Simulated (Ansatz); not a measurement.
## CaB2 in Ansatz: the effect of target pressure

The system is CaB2.

```
Ca B
1.0
     3.22643    0.00000    0.00000
    -1.61322    2.79417    0.00000
     0.00000    0.00000    4.06739
Ca B
1 2
Direct
  0.00000 0.00000 0.00000
  0.66667 0.33333 0.50000
  0.33333 0.66667 0.50000
```

The cell comes from a database or a generator and needn't be the stable form of this composition.

Alike in all runs:

- Program: Ansatz 0.2.0
- Task: relaxation of cell and atoms
- Functional: r2SCAN
- Potentials or basis: Ansatz PAW
- Cutoff: 500 eV (not typed: the program's choice for these potentials)
- k mesh: 9 × 9 × 7
- Occupations: fermi-dirac, width 0.05 eV
- Spin: no spin polarisation

Each run relaxes the cell or the atoms first.

```csv
target pressure,relaxed volume (Å³/atom)
0 GPa,?
2 GPa,12.00
5 GPa,11.74
10 GPa,11.36
20 GPa,10.74
30 GPa,10.24
```

Q: What does the run with target pressure 0 GPa give?

A: Relaxed volume 12.19 Å³/atom.

Worked out: In Murnaghan's law V^(-B') rises as a straight line in P. The other rows fit best with B' = 3.4, V0 = 12.18 Å³/atom and B0 = 127 GPa, which gives 12.18 Å³/atom at 0 GPa, against the run's 12.19.

Caveats: the plane-wave basis is chosen anew once the cell has moved, so the energies of steps on either side of that aren't comparable; the PAW data sets come from PBE, with cores solved anew for the run's functional, which leaves a small shift of forces and pressure; the volume moved by over 15 % at a fixed basis, so the end points are rough (some runs).
